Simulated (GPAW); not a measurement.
Here is a GPAW 26.7.0 calculation.

The input run.py:

```python
from ase import Atoms
from ase.dft.bandgap import bandgap
from ase.io import write
from ase.units import Bohr
from gpaw import GPAW, PW
from gpaw.elf import elf_from_dft_calculation

atoms = Atoms(['Re', 'Re', 'Re', 'Re', 'Re'],
              cell=[[2.7678463049, 0, 0.0],
                    [-1.3839231524, 2.3970252137, 0.0],
                    [0.0, 0.0, 23.9295344977]],
              scaled_positions=[[0.6666666667, 0.3333333333, 0.3134202214],
                                [0.0, 0.0, 0.4066492146],
                                [0.6666666667, 0.3333333333, 0.5],
                                [0.3333333333, 0.6666666667, 0.5933507854],
                                [0.6666666667, 0.3333333333, 0.6865797786]],
              pbc=True)
atoms.pbc = (True, True, False)

calc = GPAW(mode=PW(450),
            xc={'name': 'vdW-DF-cx', 'backend': 'libvdwxc'},
            kpts={'size': (11, 11, 1), 'gamma': True},
            occupations={'name': 'fermi-dirac', 'width': 0.05},
            nbands=58,
            convergence={'density': 1e-05, 'energy': 1e-05},
            maxiter=150,
            poissonsolver={'dipolelayer': 'xy'},
            txt='gpaw.txt')
atoms.calc = calc
energy = atoms.get_potential_energy()
forces = atoms.get_forces()
calc.write('gs.gpw')
write('result.traj', atoms)
print(f'Energy: {energy:.6f} eV')
print('Forces (eV/A):')
print(forces.round(4))
print('Fermi level:', round(calc.get_fermi_level(), 4), 'eV')
print(f'Gap: {bandgap(calc)[0]:.4f} eV, direct: {bandgap(calc, direct=True)[0]:.4f} eV')

# fields on the real-space grid
write('density.cube', atoms, data=calc.get_pseudo_density() * Bohr**3)
write('potential.cube', atoms, data=calc.get_electrostatic_potential())
write('elf.cube', atoms, data=elf_from_dft_calculation(calc).data)
```

Potentials or basis: GPAW PAW data sets (gpaw-data 1.2.1), pw.

The run is started by

```sh
$ OMP_NUM_THREADS=1 python run.py
```

Task: Predict the largest force.

Result: 1.253 eV/Å.

Task: Predict the band gap on the k mesh.

Result: None (metal or under the smearing width).

Forces in eV/Å, atoms in the order of the input:
```
Re   0.000  0.000  0.969
Re   0.000  0.000 -1.253
Re   0.000  0.000  0.001
Re   0.000  0.000  1.253
Re   0.000  0.000 -0.966
```

Caveat: the PAW data sets were made with another functional, which shifts forces and pressure a little. The run has no spin-orbit coupling, so splittings on Re are missing.
